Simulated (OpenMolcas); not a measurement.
# GeH2O2 (SMILES [OH][Ge][OH]): levels of theory compared

Wanted: a comparison of 6 runs (HF/3-21G, B3LYP/def2-SVPD, SVWN5/def2-SVPD, r2SCAN/def2-SVPD, revPBE/def2-SVPD, CCSD(T)/def2-SVPD) of GeH2O2. 

Program for the calculation: OpenMolcas 26.06.

1 further run of the same task is left out (set aside as unsound or not needed).

**1. The system as given**

GeH2O2 has 5 atoms, charge 0, and is taken as a singlet. SMILES: `[OH][Ge][OH]`. The shape is that of a PBE0-D4/def2-TZVP optimisation. This is one conformer, not always the lowest.

Bond lengths: O1–Ge2 1.790 Å, Ge2–O3 1.790 Å, O1–H4 0.961 Å, O3–H5 0.961 Å. Angles: O1–Ge2–O3 102.4°, Ge2–O1–H4 118.8°, Ge2–O3–H5 118.8°.

**2. Energy and forces at HF/3-21G (run 1)**

File job.input:

```
* GeH2O2 Hartree-Fock

&gateway
  baslib=$CurrDir
  basisset
  O.3-21G....
  O1 -1.341000 -0.099500 -0.377400 angstrom
  O3 1.281900 -0.142300 0.570200 angstrom
  End of Basis
  basisset
  Ge.3-21G....
  Ge2 -0.316400 -0.895800 0.855300 angstrom
  End of Basis
  basisset
  H.3-21G....
  H4 -0.940900 0.550800 -0.961500 angstrom
  H5 1.366400 0.513200 -0.127900 angstrom
  End of Basis

&seward

&scf
  thresholds=1e-10 1e-07 1e-07 1e-05
  prorbitals=0

&alaska
```

The basis set 3-21G is read from a file made from the Basis Set Exchange's data (not shown).

Command:

```bash
$ export MOLCAS_MEM=1860
$ pymolcas job.input > job.log
```

The log of the run:

```text
--- Start Module: gateway ---
[...]
--- Stop Module: gateway /rc=_RC_ALL_IS_WELL_ ---
[...]
      Basis functions           44
[...]
--- Start Module: scf ---
[...]
       Convergence after  13 Iterations
[...]
::    Total SCF energy                              -2215.4585122075
[...]
      Total spin, S                                     0.0000000000
[...]
      Total electronic charge=   50.000000
      Total            charge=   -0.000000
[...]
      Dipole Moment (debye):
      Origin of the operator (angstrom)=   -0.2215   -0.6395    0.6042
                   X=  5.8770E-01               Y=  1.5806E+00               Z= -1.5556E+00           Total=  2.2942E+00
      Quadrupole Moment (debye*angstrom):
[...]
--- Stop Module: scf /rc=_RC_ALL_IS_WELL_ ---
--- Start Module: alaska ---
[...]
 *              Molecular gradients               *
 **************************************************
  Irreducible representation: a
 ------------------------------------------------------------------------------------------
                              X                       Y                       Z
 ------------------------------------------------------------------------------------------
  O1               -3.19002390581602E-02    1.08837278077765E-02   -2.29386892670185E-02
  O3                3.95077357204627E-02    9.72014296450130E-03    2.85700399761468E-03
  GE2              -2.37974851958000E-03   -6.44449078384923E-03    6.24736397028869E-03
  H4                6.17176339813508E-03   -7.22760158808367E-03    1.00961360875877E-02
  H5               -1.13995115407983E-02   -6.93177840027426E-03    3.73818521153613E-03
 ------------------------------------------------------------------------------------------
--- Stop Module: alaska /rc=_RC_ALL_IS_WELL_ ---
[...]
```

It took 2.4 s on 1 thread of Arm Neoverse V1, shared host; peak memory 0.38 GiB.

**3. Energy and gradient at B3LYP/def2-SVPD (run 2)**

File job.input:

```
&GATEWAY
  BasLib=$CurrDir
  Coord
  5
  angstrom
  O       -1.341000      -0.099500      -0.377400
  Ge      -0.316400      -0.895800       0.855300
  O        1.281900      -0.142300       0.570200
  H       -0.940900       0.550800      -0.961500
  H        1.366400       0.513200      -0.127900
  Basis=def2-SVPD
  Group=NoSym

&SEWARD
  GridInput
  Grid=UltraFine
  End of Grid

&SCF
  KSDFT=B3LYP
  Thresholds=1e-10 1e-07 1e-07 1e-05
  PrOrbitals=1 2

&ALASKA
```

The basis set def2-SVPD is read from a file made from the Basis Set Exchange's data (not shown).

Command:

```bash
$ export MOLCAS_MEM=1860
$ pymolcas job.input > job.log
```

The log of the run:

```text
--- Start Module: gateway ---
[...]
--- Stop Module: gateway /rc=_RC_ALL_IS_WELL_ ---
[...]
      Basis functions          100
[...]
--- Start Module: scf ---
[...]
       Convergence after  14 Iterations
[...]
::    Total KS-DFT energy                           -2228.3923422932
[...]
      Total spin, S                                     0.0000000000
[...]
      Total electronic charge=   50.000000
      Total            charge=   -0.000000
[...]
      Dipole Moment (debye):
      Origin of the operator (angstrom)=   -0.2215   -0.6395    0.6042
                   X=  3.4730E-01               Y=  9.3330E-01               Z= -9.1959E-01           Total=  1.3555E+00
      Quadrupole Moment (debye*angstrom):
[...]
--- Stop Module: scf /rc=_RC_ALL_IS_WELL_ ---
[...]
--- Start Module: alaska ---
[...]
 *              Molecular gradients               *
 **************************************************
  Irreducible representation: a
 ------------------------------------------------------------------------------------------
                              X                       Y                       Z
 ------------------------------------------------------------------------------------------
  O1                6.26294264363025E-03   -2.43085987102187E-03    4.87227966907966E-03
  GE2               4.64295692504280E-03    1.25461029440146E-02   -1.23282243541780E-02
  O3               -7.98324567636399E-03   -2.19720878637020E-03   -2.76095157481393E-04
  H4               -2.44243250987042E-04   -3.98310041395611E-03    4.31032114462138E-03
  H5               -2.67841064146834E-03   -3.93493387268506E-03    3.42171869800634E-03
 ------------------------------------------------------------------------------------------
--- Stop Module: alaska /rc=_RC_ALL_IS_WELL_ ---
[...]
```

It took 32 s on 1 thread of Arm Neoverse V1, shared host; peak memory 0.56 GiB.

Run 3 isn't shown in full; the table further down has it.

**4. Energy and gradient at r2SCAN/def2-SVPD (run 4)**

File job.input:

```
>>> EXPORT MOLCAS_PRINT=2
&GATEWAY
BasLib = $CurrDir
BasisSet
O.def2-SVPD....
O1 -1.341000 -0.099500 -0.377400 angstrom
O3 1.281900 -0.142300 0.570200 angstrom
End of Basis
BasisSet
Ge.def2-SVPD....
Ge2 -0.316400 -0.895800 0.855300 angstrom
End of Basis
BasisSet
H.def2-SVPD....
H4 -0.940900 0.550800 -0.961500 angstrom
H5 1.366400 0.513200 -0.127900 angstrom
End of Basis
&SEWARD
GridInput
Grid=UltraFine
End of Grid
&SCF
KSDFT = 2
1.0 MGGA_X_R2SCAN
1.0 MGGA_C_R2SCAN
Thresholds = 1e-10 1e-07 1e-07 1e-05
PrOrbitals = 1 2
&ALASKA
```

The basis set def2-SVPD is read from a file made from the Basis Set Exchange's data (not shown).

Command:

```bash
$ export MOLCAS_MEM=1860
$ pymolcas job.input > job.log
```

The log of the run:

```text
--- Start Module: gateway ---
[...]
--- Stop Module: gateway /rc=_RC_ALL_IS_WELL_ ---
[...]
      Basis functions          100
[...]
--- Start Module: scf ---
[...]
       Convergence after  14 Iterations
[...]
::    Total KS-DFT energy                           -2228.2605787877
[...]
      Total spin, S                                     0.0000000000
[...]
      Total electronic charge=   50.000000
      Total            charge=   -0.000000
[...]
      Dipole Moment (debye):
      Origin of the operator (angstrom)=   -0.2215   -0.6395    0.6042
                   X=  3.9902E-01               Y=  1.0730E+00               Z= -1.0564E+00           Total=  1.5578E+00
      Quadrupole Moment (debye*angstrom):
[...]
--- Stop Module: scf /rc=_RC_ALL_IS_WELL_ ---
[...]
--- Start Module: alaska ---
[...]
 *              Molecular gradients               *
 **************************************************
  Irreducible representation: a
 ------------------------------------------------------------------------------------------
                              X                       Y                       Z
 ------------------------------------------------------------------------------------------
  O1                4.74446871429990E-03    1.55519266876958E-04    1.48742887444797E-03
  O3               -4.57880088746521E-03    3.08730020070591E-04   -1.88218498684911E-03
  GE2               2.77088567785455E-03    7.48949772105689E-03   -7.37428866079526E-03
  H4               -1.53650176199682E-03   -3.97997107438908E-03    3.86446402209284E-03
  H5               -1.40005174280988E-03   -3.97377593362513E-03    3.90458075109645E-03
 ------------------------------------------------------------------------------------------
--- Stop Module: alaska /rc=_RC_ALL_IS_WELL_ ---
[...]
```

It took 41 s on 1 thread of Arm Neoverse V1, shared host; peak memory 0.56 GiB.

Run 5 isn't shown in full; the table further down has it.

**5. A single-point energy at CCSD(T)/def2-SVPD (Cholesky decomposition) (run 6)**

File job.input:

```
&GATEWAY
  BasLib=$CurrDir
  BasisSet
  O.def2-SVPD....
  O1 -1.341000 -0.099500 -0.377400 angstrom
  O3 1.281900 -0.142300 0.570200 angstrom
  End of Basis
  BasisSet
  Ge.def2-SVPD....
  Ge2 -0.316400 -0.895800 0.855300 angstrom
  End of Basis
  BasisSet
  H.def2-SVPD....
  H4 -0.940900 0.550800 -0.961500 angstrom
  H5 1.366400 0.513200 -0.127900 angstrom
  End of Basis

&SEWARD
  High

&SCF
  Thresholds=1e-10 1e-07 1e-07 1e-05
  PrOrbitals=1 1

&CHCC
  Frozen=11
  Threshold=1e-08
  MaxIterations=80

&CHT3
  Frozen=11
```

The basis set def2-SVPD is read from a file made from the Basis Set Exchange's data (not shown).

Command:

```bash
$ export MOLCAS_MEM=1860
$ pymolcas job.input > job.log
```

The log of the run:

```text
--- Start Module: gateway ---
[...]
--- Stop Module: gateway /rc=_RC_ALL_IS_WELL_ ---
[...]
      Basis functions          100
[...]
       Convergence after  15 Iterations
[...]
::    Total SCF energy                              -2225.9342051781
[...]
      Total spin, S                                     0.0000000000
[...]
      Total electronic charge=   50.000000
      Total            charge=   -0.000000
[...]
      Dipole Moment (debye):
      Origin of the operator (angstrom)=   -0.2215   -0.6395    0.6042
                   X=  3.9792E-01               Y=  1.0696E+00               Z= -1.0536E+00           Total=  1.5532E+00
      Quadrupole Moment (debye*angstrom):
[...]
--- Start Module: chcc ---
[...]
--- Stop Module: chcc /rc=_RC_ALL_IS_WELL_ ---
[...]
--- Start Module: cht3 ---
[...]
--- Stop Module: cht3 /rc=_RC_ALL_IS_WELL_ ---
[...]
```

It took 5.9 min on 1 thread of Arm Neoverse V1, shared host; peak memory 0.17 GiB.

**6. The series**

| run | level | integration grid | integral approximation | energy (Eh) | dipole moment (D) of the reference | HOMO energy (eV) | LUMO energy (eV) | wall time |
| --- | --- | --- | --- | --- | --- | --- | --- | --- |
| 1 | HF/3-21G | – | none | -2215.458512 | 2.29 | -9.96 | 1.77 | 2.4 s |
| 2 | B3LYP/def2-SVPD | UltraFine | none | -2228.392342 | 1.36 | -7.90 | -1.90 | 32 s |
| 3 | SVWN5/def2-SVPD | UltraFine | none | -2224.128676 | 1.53 | -7.08 | -2.64 | 27 s |
| 4 | r2SCAN/def2-SVPD | UltraFine | none | -2228.260579 | 1.56 | -7.17 | -2.34 | 41 s |
| 5 | revPBE/def2-SVPD | UltraFine | none | -2228.139992 | 1.45 | -6.85 | -2.36 | 33 s |
| 6 | CCSD(T)/def2-SVPD (Cholesky decomposition) | – | CD high | -2226.576780 | 1.55 | -10.50 | 1.38 | 5.9 min |

**7. Results**

```
                                           quantity           value
                                run 6: total energy  -2226.57678 Eh
          run 6: dipole moment (mean-field density)          1.55 D
         run 6: HOMO energy (Hartree–Fock orbitals)       -10.50 eV
         run 6: LUMO energy (Hartree–Fock orbitals)         1.38 eV
       run 6: HOMO–LUMO gap (Hartree–Fock orbitals)        11.88 eV
run 6: correlation energy (11 core orbitals frozen)      -642.6 mEh
                              run 6: (T) correction      -19.76 mEh
```

**Reading.** Over runs 1, 2, 3, 4, 5 the dipole moment (its size) runs from 1.36 D (B3LYP/def2-SVPD) to 2.29 D (HF/3-21G). The two ends differ in method and basis. Over runs 1, 2, 3, 4, 5 the HOMO–LUMO gap runs from 4.44 eV (SVWN5/def2-SVPD) to 11.73 eV (HF/3-21G). Totals of different functionals can't be ranked against each other. All runs together took 8.1 min, the longest 5.9 min.
